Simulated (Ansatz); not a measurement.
Task: vertical spin-state energies of C₂H₄BNO, SMILES C=C=NBO, with Ansatz 0.2.0, Python API. Give the script and its output. Settings (for the species named): PBE0, 6-31G* basis, multiplicity 1.

```csv
atom,x (Å),y (Å),z (Å)
C,-1.4613,0.7640,1.3977
C,-0.5360,0.7320,0.5268
N,0.3882,0.6650,-0.3230
B,0.8293,-0.6425,-0.9973
O,1.8542,-0.7222,-1.9726
H,-1.7395,1.7671,1.8627
H,-2.0644,-0.0702,1.6236
H,0.1662,-1.6111,-0.7652
H,2.6518,-0.9282,-1.3697
```

`spin.py`:
```python
import ansatz as az


def main() -> None:
    geometry_ang = [
        ("C", (-1.4613, 0.764, 1.3977)),
        ("C", (-0.536, 0.732, 0.5268)),
        ("N", (0.3882, 0.665, -0.323)),
        ("B", (0.8293, -0.6425, -0.9973)),
        ("O", (1.8542, -0.7222, -1.9726)),
        ("H", (-1.7395, 1.7671, 1.8627)),
        ("H", (-2.0644, -0.0702, 1.6236)),
        ("H", (0.1662, -1.6111, -0.7652)),
        ("H", (2.6518, -0.9282, -1.3697)),
    ]
    geometry = az.Crystal.molecule()
    for symbol, xyz in geometry_ang:
        geometry = geometry.atom(symbol, xyz)

    setup = (
        geometry.calculation()
        .basis(gaussian="6-31G*")
        .functional("pbe0")
    )
    found = {}
    for unpaired in [0, 2]:
        r = setup.spin("collinear", total=unpaired).run(threads=1).report
        s = unpaired / 2
        found[unpaired] = r["free_energy_ev"]
        print(f"2S+1 = {unpaired + 1}: E = {found[unpaired]:.5f} eV, <S^2> = {abs(r['mean_field']['state']['spin_squared']):.3f} (pure state {s * (s + 1):.2f})")
    lowest = min(found, key=found.get)
    for unpaired, e in found.items():
        print(f"multiplicity {unpaired + 1}: {23.060548 * (e - found[lowest]):.1f} kcal/mol above the lowest")


if __name__ == "__main__":
    main()
```

```console
$ python spin.py
2S+1 = 1: E = -6343.93043 eV, <S^2> = 0.000 (pure state 0.00)
2S+1 = 3: E = -6341.19121 eV, <S^2> = 2.014 (pure state 2.00)
multiplicity 1: 0.0 kcal/mol above the lowest
multiplicity 3: 63.2 kcal/mol above the lowest
```

In order: multiplicity 1 (+0.00 eV) and multiplicity 3 (+2.74 eV), all at the one geometry.

Caveats:
- Total energies depend on the basis set; only differences at equal settings carry meaning.
- The geometry is a force-field or estimated start, not a minimum of this method, and the basis set is short of its limit. All parts are taken at fixed geometry, without zero-point energy.
- It ran for 8.9 s on 1 thread of Arm Neoverse V1, on a shared host, peak memory 0.24 GiB.
